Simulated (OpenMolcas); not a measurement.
# V³⁺ among point charges: CASSCF levels and susceptibility

How does a field of 6 point charges split the states of V³⁺, and what χT follows?

The numbers are computed with OpenMolcas 26.06 (state-averaged CASSCF, spin-orbit coupling by RASSI with atomic mean-field integrals), except any that are marked as measured or tabulated.

2 further runs of the same task are left out: 2 that didn't finish.

## (1) The system

```
Species                           : V³⁺ (vanadium, Z = 23, 20 electrons)
Basis                             : ANO-RCC-VDZP [5s4p2d1f], 34 functions
Scalar Hamiltonian                : DKH2, point nucleus
Inactive shells                   : 1s 2s 2p 3s 3p
Active space                      : 2 electrons in 5 orbitals (3d)
Some configurations of this space : 3d2
Orbitals                          : optimised for each spin and parity, averaged over all roots
```

The outer shells:

3d2
```
3d [↑ ][↑ ][  ][  ][  ]
```

The ion sits among 6 point charges of -2 e arranged as a trigonal antiprism (D3d), 2.09 Å from the ion, with a polar angle of 49.8° against the regular 54.74°. The active orbitals were held to one l.

Each step is its own input file, run in one work folder so that later steps find the files of earlier ones. Labels, J, g values, rates, χT and fits are worked out afterwards by a script from the matrices that RASSI stores. The input lists half of the charges; inversion (Group=XYZ) makes the rest.

## (2) Basis and integrals

File a.inp:

```
&GATEWAY
Coord
1

V 0.0 0.0 0.0
Basis=ANO-RCC-VDZP
Group=XYZ
NoMove
AngMom=0.0 0.0 0.0
AMFI
XField
3 Angstrom 0
0.000000 1.596555 1.348745 -2.000000
1.382657 -0.798278 1.348745 -2.000000
1.382657 0.798278 -1.348745 -2.000000
&SEWARD
```

## (3) CASSCF: triplets of even parity, 10 roots

File a.inp:

```
&RASSCF
FileOrb=start.orb
Symmetry=1
Spin=3
nActEl=2 0 0
Inactive=3 6
Ras2=5 0
CIRoot=10 10 1
SDav=10
CIMx=300
Iter=120 100
PrWF=0.3
OrbListing=Nothing
MaxOrb=0
SupSym
1
10 4 5 6 7 8 11 12 13 14 15
0
>>> COPY $Project.JobIph JOB001
```

start.orb holds the contracted functions of the basis, ordered by shell, or the orbitals of the step before.

## (4) Reference wave functions, singlets of even parity, 15 roots

File a.inp:

```
&RASSCF
FileOrb=start.orb
Symmetry=1
Spin=1
nActEl=2 0 0
Inactive=3 6
Ras2=5 0
CIRoot=15 15 1
SDav=15
CIMx=300
Iter=120 100
PrWF=0.3
OrbListing=Nothing
MaxOrb=0
SupSym
1
10 4 5 6 7 8 11 12 13 14 15
0
>>> COPY $Project.JobIph JOB002
```

## (5) RASSI: spin-orbit coupling between the states

File a.inp:

```
&RASSI
NrOfJobIphs=2 10 15
1 2 3 4 5 6 7 8 9 10
1 2 3 4 5 6 7 8 9 10 11 12 13 14 15
IphNames
JOB001
JOB002
EJob
SpinOrbit
DIPRint=1.0
SOCoupling=1000.0
Subsets=2
Property=9
'ANGMOM' 1 'ANGMOM' 2 'ANGMOM' 3 'MLTPL  1' 1 'MLTPL  1' 2 'MLTPL  1' 3
'AMFI' 1 'AMFI' 2 'AMFI' 3
SOProperty=3
'ANGMOM' 1 'ANGMOM' 2 'ANGMOM' 3
```

Before running it: what results should come out? Wanted: spin-free ground state; first state of the same spin within the active space; lowest level; next level.

As calculated:

| quantity | value |
| --- | --- |
| method | CASSCF |
| spin-free ground state | 3A2, 1-fold in its orbital part |
| first state of the same spin within the active space | 3E at 776 cm⁻¹ |
| lowest level | 2-fold E, g = 0.00, 0.00, 3.02 |
| next level | 2.0 cm⁻¹ |
| χT at 300 K | 0.91 cm³ K/mol |
| effective moment at 300 K | 2.69 μB |

The spin-free ground state (3A2) comes to 95 % from free-ion F terms and keeps the highest spin of the shell. χT at 300 K is 0.91, against 1.00 cm³ K/mol for the spin alone, so spin-orbit coupling lowers it. The field of point charges can differ much from that of real complexes. Point charges carry no covalency, so the field is a model and not that of real ligands.
